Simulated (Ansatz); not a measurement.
# CH6AuN: basis-set convergence

Aim: see how fast density functionals converge with the basis set for CH6AuN.

Program: Ansatz 0.2.0, Gaussian basis. Level of theory: one geometry, several basis sets. These are calculated values, not measurements.

Levels to be run: PBE0-D4/def2-SVP; ωB97M-V/def2-SVP; PBE0-D4/def2-QZVPP; ωB97M-V/def2-QZVPP; the functionals' def2-TZVPP values are taken from earlier runs.

**1. Structure used throughout**

All runs share one geometry, relaxed beforehand with PBE0-D4 in a triple-zeta def2 set. Au takes the def2 core potential; no spin-orbit term is included.

SMILES `[CH3][Au-][NH3+]`, 9 atoms, charge 0, spin multiplicity 1.

Atoms are counted from 1 here; the program's logs count them from 0.

Bond lengths: C1–Au2 2.019 Å, C1–H4 1.094 Å, C1–H5 1.094 Å, C1–H6 1.094 Å, Au2–N3 2.166 Å, N3–H7 1.014 Å, N3–H8 1.014 Å, N3–H9 1.014 Å. Angles: Au2–C1–H4 110.6°, Au2–C1–H5 110.6°, Au2–C1–H6 110.6°, H4–C1–H5 108.4°, H4–C1–H6 108.4°, H5–C1–H6 108.4°, C1–Au2–N3 180.0°, Au2–N3–H7 110.8°, Au2–N3–H8 110.8°, Au2–N3–H9 110.8°, H7–N3–H8 108.1°, H7–N3–H9 108.1°, H8–N3–H9 108.1°.

**2. PBE0-D4 in def2-SVP**

Input file in.yaml:

```yaml
crystal:
  periodic: [false, false, false]
  atoms:
    - {symbol: C, position_ang: [-1.029468, 1.438399, -1.073347]}
    - {symbol: Au, position_ang: [-0.019018, 0.035129, -0.031835]}
    - {symbol: N, position_ang: [1.065150, -1.470992, 1.086145]}
    - {symbol: H, position_ang: [-1.913550, 1.002842, -1.547245]}
    - {symbol: H, position_ang: [-0.395866, 1.867088, -1.854791]}
    - {symbol: H, position_ang: [-1.355772, 2.246493, -0.412743]}
    - {symbol: H, position_ang: [1.998226, -1.597130, 0.710067]}
    - {symbol: H, position_ang: [0.586624, -2.363965, 1.046256]}
    - {symbol: H, position_ang: [1.152174, -1.204064, 2.060392]}
basis:
  gaussian: {orbitals: def2-SVP}
hamiltonian: {xc: pbe0, dispersion: d4}
output: {orbitals: {seedname: orbitals}}
```

Run with:

```bash
$ ansatz run in.yaml --threads 2 --pin off --events-out ev --progress --plain --max-ram 22528MiB --backend cpu
```

After this run come: ωB97M-V in def2-SVP; PBE0-D4 in def2-QZVPP; ωB97M-V in def2-QZVPP.

Before running them: what should the planned runs give, taken together? Wanted: PBE0-D4: double and triple zeta above quadruple; ωB97M-V: double and triple zeta above quadruple.

The runs gave:

| quantity | value |
| --- | --- |
| PBE0-D4: double and triple zeta above quadruple | 3.54, 0.19 eV |
| ωB97M-V: double and triple zeta above quadruple | 3.71, 0.19 eV |

In words: For PBE0-D4 the step from double to triple zeta gains 3.35 eV and the next only 0.19 eV. These are total energies; as a rule much of such shifts cancels in differences, which this series doesn't test. The LUMO of ωB97M-V is positive and keeps falling with the basis (1.84 to 0.33 eV): an unbound level that the basis holds in place.
